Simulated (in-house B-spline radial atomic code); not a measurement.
# Pr¹⁰⁺: ionisation energy by several methods

How far do functionals differ on the ionisation energy of Pr¹⁰⁺? Each run solves Pr¹⁰⁺ and then the next ion ([Kr] 4d10 5s2).

Program: in-house B-spline radial atomic code version 1. Level of theory: scalar-relativistic (X2C), several functionals, spin-polarised, exact exchange averaged over the configuration; spherical all-electron atom at the radial basis limit. These are calculated values, not measurements, unless marked.

## (1) The system

```
element       : praseodymium (Z = 59)
charge        : +10
electrons     : 49
configuration : [Kr] 4d10 5s2 5p1
nucleus       : Fermi, rms radius 4.892 fm
```

The outer shells:

[Kr] 4d10 5s2 5p1
```
[Kr] core
4d [↑↓][↑↓][↑↓][↑↓][↑↓]
5s [↑↓]
5p [↑ ][  ][  ]
```

Where spins are not typed, each open shell is filled with up spins first.

## (2) LC-ωPBE, a range-separated hybrid

The run's settings:

```ini
Z = 59
electrons = 49.0
configuration = [Kr] 4d10 5s2 5p1
hamiltonian = x2c
method = lc_wpbe
spin_polarised = True
nucleus = fermi
rms_radius = 4.8919
mass_number = 141
atomic_mass = 140.907659604
speed_of_light = 137.035999084
exact_exchange = averaged over the configuration
```

Run with:

```bash
> python run_scf.py task.json out
```

One command runs all members of the session, one after another, from task.json.

## (3) TPSSh, a global hybrid

Settings: those of step 2 with these lines changed.

```diff
@@ -4,3 +4,3 @@
 hamiltonian = x2c
-method = lc_wpbe
+method = tpssh
 spin_polarised = True
```

## (4) r2SCAN0, a global hybrid

Settings: those of step 3 with these lines changed.

```diff
@@ -4,3 +4,3 @@
 hamiltonian = x2c
-method = tpssh
+method = r2scan0
 spin_polarised = True
```

## (5) HSE06, a range-separated hybrid

Settings: those of step 4 with these lines changed.

```diff
@@ -4,3 +4,3 @@
 hamiltonian = x2c
-method = r2scan0
+method = hse06
 spin_polarised = True
```

## (6) PBE0, a global hybrid

Settings: those of step 5 with these lines changed.

```diff
@@ -4,3 +4,3 @@
 hamiltonian = x2c
-method = hse06
+method = pbe0
 spin_polarised = True
```

## (7) CAM-B3LYP, a range-separated hybrid

Settings: those of step 6 with these lines changed.

```diff
@@ -4,3 +4,3 @@
 hamiltonian = x2c
-method = pbe0
+method = camb3lyp
 spin_polarised = True
```

**Question.** The tabulated ionisation energy is 162 ± 2.4 eV (tabulated theoretical; NIST Atomic Spectra Database). What does each method give, and which comes nearest?

**Answer**, as computed:

| method | rung | total energy (hartree) | ΔSCF (eV) | −ε highest (eV) | ΔSCF less tabulated (eV) |
| --- | --- | --- | --- | --- | --- |
| TPSSh | global hybrid | -9210.4412 | 159.46 | 152.86 (5p up) | -2.54 |
| r2SCAN0 | global hybrid | -9210.7113 | 159.48 | 154.16 (5p up) | -2.52 |
| PBE0 | global hybrid | -9210.4406 | 159.73 | 154.14 (5p up) | -2.27 |
| LC-ωPBE | range-separated hybrid | -9210.3218 | 159.97 | 157.38 (5p up) | -2.03 |
| HSE06 | range-separated hybrid | -9210.3373 | 159.80 | 153.70 (5p up) | -2.20 |
| CAM-B3LYP | range-separated hybrid | -9211.2837 | 160.13 | 155.95 (5p up) | -1.87 |

Against the tabulated ionisation energy, 162 ± 2.4 eV (tabulated theoretical; NIST Atomic Spectra Database), the best here is CAM-B3LYP (-1.87 eV) and the worst TPSSh (-2.54 eV, or 1.6 %). The table's own uncertainty exceeds the spread between the methods, so their order is not settled. All methods miss on the same side by much the same amount, which points to something that they share. Relativistic terms that these runs lack can be as large as the gaps between close methods, so the nearest may be so by luck. Spin-orbit coupling is left out. Open shells are averaged (over orientations, and over spins where the run is restricted), while tables refer to the lowest levels.
